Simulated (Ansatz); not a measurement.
C₂H₆BBr, SMILES BC(C)Br, an atomisation energy

Program: Ansatz's Python interface.

Notebook, run cell by cell (the value of a cell's last expression is shown):

**Cell 1**
```python
from collections import Counter

import ansatz as az
```

**Cell 2**
```python
config = {
    "basis": "def2-SVPD",
    "xc": "cam_b3lyp",
}
```

**Cell 3**
```python
def single_point(molecule, charge=0, unpaired=0):
    calc = molecule.calculation().basis(gaussian=config["basis"]).functional(config["xc"])
    if charge:
        calc = calc.charge(charge)
    if unpaired:
        calc = calc.spin("collinear", total=unpaired)
    return calc.run(threads=1).report["free_energy_ev"]
```

**Cell 4**
```python
geometry = (
    az.Crystal.molecule()
    .atom("B", [-0.4379, 1.2681, -0.3879])
    .atom("C", [-0.2319, -0.2594, -0.4811])
    .atom("C", [0.6633, -0.716, 0.6292])
    .atom("Br", [-1.8519, -1.1726, -0.3685])
    .atom("H", [-0.1708, 2.0049, -1.3166])
    .atom("H", [-0.991, 1.8002, 0.558])
    .atom("H", [0.2653, -0.4916, -1.4558])
    .atom("H", [0.9083, -1.794, 0.5518])
    .atom("H", [0.2486, -0.4888, 1.6787])
    .atom("H", [1.6811, -0.202, 0.5953])
)
```

**Cell 5**
```python
# unpaired electrons of the ground-state atoms
unpaired = {"B": 1, "C": 2, "Br": 1, "H": 1}
counts = Counter(site.symbol for site in geometry.cartesian_sites)
atom_energy = {s: single_point(az.Crystal.molecule().atom(s, (0, 0, 0)), 0, unpaired[s]) for s in counts}
whole = single_point(geometry, 0, 0)
for s, e in atom_energy.items():
    print(f"{s:2s} x{counts[s]}  {e:14.5f} eV")
print(f"C2H6BBr: {whole:.5f} eV")
split = sum(counts[s] * e for s, e in atom_energy.items()) - whole
print(f"atomisation energy (no zero-point term): {split:.3f} eV, {split / sum(counts.values()):.3f} eV an atom")
```
Output:
```text
B  x1      -669.72712 eV
C  x2     -1028.38616 eV
Br x1    -70040.17579 eV
H  x6       -13.54842 eV
C2H6BBr: -72884.76842 eV
atomisation energy (no zero-point term): 36.803 eV, 3.680 eV an atom
```

36.803 eV from the electronic energies, without the zero-point term.

Notes:
- Total energies depend on the basis set; only differences at equal settings carry meaning.
- The geometry is a force-field or estimated start, not a minimum of this method, and the basis set is short of its limit. All parts are taken at fixed geometry, without zero-point energy.
- The spin-orbit lowering of heavy atoms is left out.
- Finished in 8.9 s on 1 thread of Arm Neoverse V1 (shared host), peak memory 0.4 GiB.
